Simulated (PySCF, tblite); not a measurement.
# C₈H₇O radical: geometry, infrared bands and EPR parameters

Aim: predict the infrared bands and EPR parameters of C₈H₇O radical (`CC(=O)C1=C[C@H]2C=C[C]12`).

Computed with tblite 0.8.0 and PySCF 2.14.0, with density-fitted response routines of our own, on a single molecule in the gas phase. Atoms count from 0, in the outputs and in this text.

**1. Starting geometry**

16 atoms, charge 0, multiplicity 2; geometry from: force field or distance geometry start.

Bonds of the start (Å): C0–C1 1.51, C1–O2 1.26, C1–C3 1.47, C3–C4 1.31, C4–C5 1.46, C5–C6 1.44, C6–C7 1.31, C7–C8 1.46, C8–C3 1.45, C8–C5 1.49, C0–H9 1.11, C0–H10 1.08, C0–H11 1.13, C4–H12 1.10, C5–H13 1.10, C6–H14 1.11, C7–H15 1.10.

**2. Relaxing the molecule with GFN2-xTB**

The job: settings as JSON, then the geometry in Å.

```
{"job": {"kind": "relax", "xc": "GFN2-xTB", "basis": "xTB"}, "charge": 0, "multiplicity": 2}
C      2.469100     0.364500     0.548800
C      1.554900    -0.819000     0.379300
O      1.904100    -1.982600     0.725900
C      0.217700    -0.596200    -0.200100
C     -0.820800    -1.346200    -0.477500
C     -1.614800    -0.237300    -0.995400
C     -2.342600     0.594500    -0.078800
C     -1.316900     1.351500     0.217400
C     -0.432200     0.608300    -0.679000
H      2.441500     0.636500     1.628600
H      3.454200     0.084000     0.197800
H      2.023900     1.221500    -0.030000
H     -1.025300    -2.418900    -0.372700
H     -1.928200    -0.283600    -2.053100
H     -3.394000     0.617700     0.281900
H     -1.198000     2.214100     0.895700
```

On the command line:

```
$ OMP_NUM_THREADS=1 python probes_run.py task.json out
```

One launch serves the whole session: the jobs run in the order shown.

Log:

```text
step      E/eV     max force
  0    -667.55801    4.372
  1    -667.84346    3.623
  2    -668.11902    1.001
  3    -668.15207    0.770
  4    -668.18138    0.443
  5    -668.19974    0.290
  6    -668.20507    0.229
  7    -668.20933    0.130
  8    -668.21081    0.084
  9    -668.21153    0.065
 10    -668.21235    0.062
 11    -668.21296    0.059
 12    -668.21339    0.055
 13    -668.21368    0.041
 14    -668.21390    0.035
 15    -668.21407    0.043
 16    -668.21423    0.041
 17    -668.21442    0.046
 18    -668.21464    0.051
 19    -668.21487    0.039
 20    -668.21510    0.034
 21    -668.21533    0.034
 22    -668.21559    0.043
 23    -668.21585    0.043
 24    -668.21609    0.038
 25    -668.21628    0.038
 26    -668.21645    0.039
 27    -668.21663    0.036
 28    -668.21682    0.033
 29    -668.21696    0.029
 30    -668.21705    0.023
 31    -668.21712    0.027
 32    -668.21719    0.027
 33    -668.21728    0.027
 34    -668.21735    0.026
 35    -668.21741    0.016
 36    -668.21745    0.015
 37    -668.21748    0.017
 38    -668.21752    0.018
 39    -668.21756    0.016
 40    -668.21759    0.013
 41    -668.21762    0.016
 42    -668.21765    0.014
 43    -668.21769    0.016
 44    -668.21772    0.014
 45    -668.21777    0.018
 46    -668.21781    0.016
 47    -668.21786    0.014
 48    -668.21791    0.016
 49    -668.21798    0.023
 50    -668.21806    0.029
 51    -668.21816    0.029
 52    -668.21828    0.034
 53    -668.21843    0.041
 54    -668.21872    0.045
 55    -668.21923    0.074
 56    -668.21992    0.090
 57    -668.22040    0.129
 58    -668.22129    0.089
 59    -668.22197    0.058
 60    -668.22257    0.066
 61    -668.22349    0.102
 62    -668.22435    0.092
 63    -668.22508    0.146
 64    -668.22503    0.102
 65    -668.22616    0.053
 66    -668.22651    0.064
 67    -668.22746    0.101
 68    -668.22810    0.085
 69    -668.22896    0.125
 70    -668.23001    0.068
 71    -668.23090    0.076
 72    -668.23188    0.089
 73    -668.23313    0.061
 74    -668.23328    0.209
 75    -668.23533    0.073
 76    -668.23661    0.060
 77    -668.23677    0.232
 78    -668.23830    0.038
 79    -668.23870    0.023
 80    -668.23892    0.127
 81    -668.23929    0.047
 82    -668.23955    0.031
 83    -668.24023    0.027
 84    -668.24037    0.025
 85    -668.24045    0.019
 86    -668.24048    0.020
 87    -668.24051    0.020
 88    -668.24055    0.020
 89    -668.24058    0.013
 90    -668.24060    0.010
 91    -668.24062    0.010
```

It took 0.46 s on 1 thread of Arm Neoverse V2, shared host.

Step by step: (not every step is listed)

| step | energy from step 0 (eV) | largest force (eV/Å) |
| --- | --- | --- |
| 0 | 0.0000 | 4.3715 |
| 1 | -0.2855 | 3.6228 |
| 2 | -0.5610 | 1.0010 |
| 3 | -0.5941 | 0.7696 |
| 4 | -0.6234 | 0.4426 |
| 5 | -0.6417 | 0.2900 |
| 6 | -0.6471 | 0.2293 |
| 7 | -0.6513 | 0.1303 |
| 8 | -0.6528 | 0.0837 |
| 15 | -0.6561 | 0.0430 |
| 22 | -0.6576 | 0.0426 |
| 29 | -0.6590 | 0.0289 |
| 36 | -0.6594 | 0.0153 |
| 43 | -0.6597 | 0.0159 |
| 50 | -0.6601 | 0.0292 |
| 57 | -0.6624 | 0.1293 |
| 64 | -0.6670 | 0.1023 |
| 71 | -0.6729 | 0.0759 |
| 78 | -0.6803 | 0.0379 |
| 85 | -0.6824 | 0.0185 |
| 86 | -0.6825 | 0.0195 |
| 87 | -0.6825 | 0.0202 |
| 88 | -0.6825 | 0.0199 |
| 89 | -0.6826 | 0.0135 |
| 90 | -0.6826 | 0.0099 |
| 91 | -0.6826 | 0.0096 |

Distances of close pairs at the start and the end, largest changes first:

| bond | before (Å) | after (Å) | change (Å) |
| --- | --- | --- | --- |
| C5–C6 | 1.436 | 1.520 | +0.084 |
| C3–C4 | 1.311 | 1.366 | +0.055 |
| C1–O2 | 1.263 | 1.211 | -0.053 |
| C4–C5 | 1.459 | 1.511 | +0.052 |
| C5–C8 | 1.488 | 1.536 | +0.048 |
| C6–C7 | 1.309 | 1.351 | +0.042 |
| C6–H14 | 1.112 | 1.073 | -0.039 |
| C0–H11 | 1.126 | 1.088 | -0.038 |

The final coordinates are the input of the step that follows.

**3. Vibrational analysis with GFN2-xTB**

The job: settings as JSON, then the geometry in Å.

```
{"job": {"kind": "ir", "xc": "GFN2-xTB", "basis": "xTB"}, "charge": 0, "multiplicity": 2}
C      2.422044     0.371354     0.507956
C      1.576754    -0.866640     0.338273
O      1.940317    -1.974749     0.663672
C      0.266923    -0.609052    -0.258489
C     -0.811205    -1.379800    -0.590111
C     -1.656564    -0.206699    -1.028278
C     -2.364782     0.617085     0.035337
C     -1.282596     1.370560     0.329824
C     -0.442298     0.627232    -0.592022
H      1.876031     1.103320     1.099750
H      3.360100     0.124255     0.997122
H      2.620954     0.809367    -0.468194
H     -1.020544    -2.429218    -0.516440
H     -2.072152    -0.214534    -2.027783
H     -3.345658     0.517990     0.458677
H     -1.074923     2.148471     1.039296
```

Log:

```text
mode    cm-1     km/mol
  1      47.9      6.66
  2     102.2      0.06
  3     114.8      0.27
  4     148.5      3.58
  5     321.5     12.19
  6     339.4      3.59
  7     389.1      7.69
  8     443.0      6.87
  9     519.1      2.51
 10     618.9      1.17
 11     649.4     20.39
 12     688.7      0.54
 13     730.2     24.35
 14     810.0      4.60
 15     841.3     10.04
 16     867.8     27.65
 17     913.7      1.23
 18     978.8     20.53
 19     987.3      6.21
 20     988.4     15.14
 21    1005.8      4.10
 22    1017.1      2.44
 23    1043.9     10.07
 24    1104.7      6.28
 25    1141.7     96.36
 26    1158.7     14.09
 27    1188.9      5.85
 28    1214.4     59.20
 29    1271.1      2.48
 30    1364.2     31.05
 31    1449.0     11.79
 32    1453.9     10.03
 33    1518.6      2.68
 34    1548.6    151.44
 35    1729.1    372.28
 36    3024.4      9.38
 37    3031.2      4.27
 38    3040.0     24.53
 39    3060.3     14.98
 40    3123.4     12.41
 41    3135.2      6.76
 42    3143.0     29.45
```

Run time: 0.42 s. Hardware: 1 thread of Arm Neoverse V2, shared host.

Which atoms move in the most intense modes:

| cm⁻¹ | km/mol | atoms |
| --- | --- | --- |
| 868 | 27.6 | C8 27 %, H15 20 %, C5 18 % |
| 1142 | 96.4 | C1 20 %, C8 19 %, H15 18 %, C5 13 % |
| 1214 | 59.2 | C1 27 %, C3 16 %, C4 13 %, C7 11 % |
| 1364 | 31.1 | H11 29 %, H9 29 %, H10 22 %, C0 20 % |
| 1549 | 151.4 | C3 56 %, C4 26 % |
| 1729 | 372.3 | C1 62 %, O2 37 % |
| 3040 | 24.5 | H13 93 % |
| 3143 | 29.4 | H15 71 %, H14 19 % |

**4. g tensor and hyperfine couplings: B3LYP/pcH-1**

Same as in step 3 but for these lines:

```diff
@@ -1,2 +1,2 @@
-{"job": {"kind": "ir", "xc": "GFN2-xTB", "basis": "xTB"}, "charge": 0, "multiplicity": 2}
+{"job": {"kind": "epr", "basis": "pcH-1"}, "charge": 0, "multiplicity": 2}
 C      2.422044     0.371354     0.507956
```

Level: UKS B3LYP, pcH-1 on C H O, non-relativistic, mean-field spin-orbit, GIAO.

Log:

```text
UKS, coarse grid
  cycle   1  E = -383.95689346  |g| = 6.22e-01
  cycle   2  E = -382.72668136  |g| = 1.61e+00
  cycle   3  E = -384.03610425  |g| = 3.79e-01
  cycle   4  E = -384.11069936  |g| = 1.00e-01
  cycle   5  E = -384.11464653  |g| = 5.05e-02
  cycle   6  E = -384.11580750  |g| = 2.27e-02
  cycle   7  E = -384.11606136  |g| = 1.06e-02
  cycle   8  E = -384.11613453  |g| = 3.96e-03
  cycle   9  E = -384.11615662  |g| = 2.07e-03
  cycle  10  E = -384.11616259  |g| = 1.30e-03
  cycle  11  E = -384.11616556  |g| = 5.94e-04
UKS, final grid
  cycle   1  E = -384.11616789  |g| = 7.89e-04
  cycle   2  E = -384.11616750  |g| = 1.36e-03
  cycle   3  E = -384.11616842  |g| = 1.81e-04
  cycle   4  E = -384.11616847  |g| = 1.59e-04
  cycle   5  E = -384.11616854  |g| = 9.92e-05
  cycle   6  E = -384.11616855  |g| = 2.28e-05
  cycle   7  E = -384.11616855  |g| = 7.96e-06
E = -384.11616855 Eh   <S^2> = 0.7789 (exact 0.7500)
g shifts (ppm)      1          2          3
  rmc          -144       -144       -144
  gc             29         37        -12
  oz_so         -42        192        627
  total        -156         85        471
hyperfine (MHz)  atom isotope    a_iso     a_fc   dipolar eigenvalues
    0   13C       0.28       0.28     -0.86      0.24      0.61
    1   13C       3.81       3.81     -1.23      0.18      1.05
    2   17O       2.01       2.01     -4.65     -4.45      9.10
    3   13C     -23.61     -23.61    -22.20      7.28     14.92
    4   13C      35.49      35.49    -24.08    -22.32     46.41
    5   13C     -26.43     -26.43     -2.39     -1.06      3.45
    6   13C      34.87      34.87    -21.78    -20.02     41.81
    7   13C     -24.68     -24.68    -22.26      7.02     15.24
    8   13C     250.76     250.76    -59.13    -55.02    114.15
    9    1H       0.22       0.22     -2.21     -1.81      4.02
   10    1H      -0.19      -0.19     -0.97     -0.77      1.74
   11    1H       1.01       1.01     -2.43     -1.79      4.22
   12    1H      -1.88      -1.88    -12.81     -1.57     14.38
   13    1H      14.15      14.15     -2.61     -2.34      4.95
   14    1H      -0.51      -0.51    -11.73     -1.46     13.20
   15    1H       8.28       8.28     -4.77     -0.71      5.48
```

It took 87 s on 1 thread of Arm Neoverse V2, shared host; peak memory 1.1 GiB.

Principal g values 2.00216, 2.00240, 2.00279; g(iso) = 2.00245, against 2.00232 for a free electron.

Mean a(iso) over the nuclei that a row names, and the largest dipolar term of the row (other rows stand at the frozen geometry):

| nuclei | isotope | a(iso) (MHz) | a(iso) (G, at g = 2.0023) | largest dipolar term (MHz) |
| --- | --- | --- | --- | --- |
| C8 | 13C | 250.8 | 89.5 | 114.1 |
| C4 | 13C | 35.5 | 12.7 | 46.4 |
| C6 | 13C | 34.9 | 12.4 | 41.8 |
| C5 | 13C | -26.4 | -9.4 | 3.5 |
| C7 | 13C | -24.7 | -8.8 | -22.3 |
| C3 | 13C | -23.6 | -8.4 | -22.2 |
| H13 | 1H | 14.2 | 5.0 | 5.0 |
| H15 | 1H | 8.3 | 3.0 | 5.5 |
| C1 | 13C | 3.8 | 1.4 | -1.2 |
| O2 | 17O | 2.0 | 0.7 | 9.1 |
| H12 | 1H | -1.9 | -0.7 | 14.4 |
| H14 | 1H | -0.5 | -0.2 | 13.2 |
| H9, H10, H11 | 1H | 0.3 | 0.1 | 4.2 |
| C0 | 13C | 0.3 | 0.1 | -0.9 |

Mulliken spin populations:

C0 0.00; C1 0.02; O2 -0.03; C3 -0.16; C4 0.32; C5 -0.05; C6 0.29; C7 -0.15; C8 0.75; H9 0.00; H10 0.00; H11 0.00; H12 0.00; H13 0.01; H14 0.00; H15 0.00

In first order the couplings over 0.8 MHz of 1H give 8 distinct lines over 8.7 G, if the averaged nuclei exchange fast.

Orbitals, density, ELF and potential are computed afterwards from the orbital file.

ELF in a plane through or near 8 of the atoms.

Values, 10 rows by 14 columns:
```
0.00 0.00 0.00 0.00 0.00 0.00 0.00 0.00 0.00 0.00 0.00 0.00 0.00 0.00
0.00 0.00 0.00 0.00 0.00 0.00 0.00 0.02 0.04 0.00 0.00 0.00 0.00 0.00
0.00 0.00 0.00 0.00 0.12 0.09 0.00 0.96 0.99 0.24 0.02 0.00 0.00 0.00
0.00 0.00 0.03 0.10 0.96 0.99 0.01 0.61 0.59 0.59 0.26 0.13 0.00 0.00
0.00 0.01 0.94 0.96 0.67 0.76 0.02 0.50 0.63 0.31 0.75 0.84 0.03 0.00
0.00 0.00 0.91 0.89 0.75 0.57 0.75 0.64 0.11 0.83 0.43 0.11 0.00 0.00
0.00 0.00 0.00 0.26 0.69 0.67 0.36 0.79 0.18 0.46 0.08 0.00 0.00 0.00
0.00 0.00 0.00 0.25 0.63 0.64 0.02 0.79 0.99 0.33 0.00 0.00 0.00 0.00
0.00 0.00 0.00 0.00 0.03 0.04 0.00 0.43 0.89 0.16 0.00 0.00 0.00 0.00
0.00 0.00 0.00 0.00 0.00 0.00 0.00 0.00 0.00 0.00 0.00 0.00 0.00 0.00
```
The map spans 12.2 Å across and 10.1 Å up, centred on the molecule. Atoms in the plane (x, y in Å): C1 (-1.7, -0.7), C4 (0.8, -1.5), C6 (2.3, 0.6), C7 (1.3, 1.4), H9 (-2.0, 1.4), H10 (-3.5, 0.4), H12 (1.0, -2.4), H15 (0.9, 2.4).

log10 of the density (e/Å³) in the same plane.

Values, 10 rows by 14 columns:
```
-4.0 -4.0 -4.0 -4.0 -4.0 -4.0 -4.0 -4.0 -4.0 -4.0 -4.0 -4.0 -4.0 -4.0
-4.0 -4.0 -4.0 -4.0 -4.0 -4.0 -3.9 -3.0 -2.7 -3.2 -4.0 -4.0 -4.0 -4.0
-4.0 -4.0 -4.0 -3.0 -2.4 -2.5 -2.6 -1.1 -0.5 -1.5 -2.4 -3.2 -4.0 -4.0
-4.0 -3.7 -2.5 -1.6 -0.7 -0.8 -1.9 -0.6  0.3 -0.3 -1.1 -1.8 -3.2 -4.0
-4.0 -3.0 -1.4 -0.1  0.2 -0.4 -1.4 -0.5  0.0  0.5  0.1 -1.0 -2.7 -4.0
-4.0 -3.1 -1.5 -0.5  0.0  0.1 -0.1 -0.1 -0.6 -0.1 -0.6 -1.6 -3.1 -4.0
-4.0 -4.0 -2.9 -1.3  0.0  0.2 -0.4  0.2  0.2 -0.7 -1.7 -2.7 -4.0 -4.0
-4.0 -4.0 -3.7 -1.6 -0.6 -0.8 -1.6 -0.5  0.1 -1.3 -2.6 -3.8 -4.0 -4.0
-4.0 -4.0 -4.0 -3.3 -2.4 -2.4 -2.8 -1.8 -1.5 -2.3 -3.6 -4.0 -4.0 -4.0
-4.0 -4.0 -4.0 -4.0 -4.0 -4.0 -4.0 -3.6 -3.5 -3.9 -4.0 -4.0 -4.0 -4.0
```
The map spans 12.2 Å across and 10.1 Å up, centred on the molecule. Atoms in the plane (x, y in Å): C1 (-1.7, -0.7), C4 (0.8, -1.5), C6 (2.3, 0.6), C7 (1.3, 1.4), H9 (-2.0, 1.4), H10 (-3.5, 0.4), H12 (1.0, -2.4), H15 (0.9, 2.4).

On the surface of density 0.002 e/bohr³ the electrostatic potential runs, from the 1st to the 99th percentile, from -1.76 V near O2 to 1.15 V near H15.

The spin density lies nearest to C8 45 %; C4, C6 about 15 % each; C3, C7 about 6 % each (beta excess).

**5. Summary of results**

| quantity | value |
| --- | --- |
| strongest single infrared mode (GFN2-xTB) | 1729 cm⁻¹, 372 km/mol |
| zero-point energy (GFN2-xTB) | 74.7 kcal/mol |
| g(iso) (B3LYP) | 2.00245 |
| ⟨S²⟩ | 0.779 (exact 0.75) |
| largest a(iso) (averaged by class) | 13C on C8, 250.8 MHz |
| surface potential, 1st and 99th percentile | -1.76 V and 1.15 V |

What this shows: Relaxing lowered the energy by 0.683 eV in 91 steps; the close pair that moved most is C5–C6, from 1.436 to 1.520 Å. All 42 modes are real, so the xTB geometry is a minimum. The strongest single mode, at 1729 cm⁻¹, moves mainly C1 and O2. Unscaled tight-binding wavenumbers are off by several per cent, some by more. Its intensities can rank the bands wrongly. The largest share of the spin, 0.75 e, sits on C8. The isotropic g lies 0.1 ppt above the free-electron value.
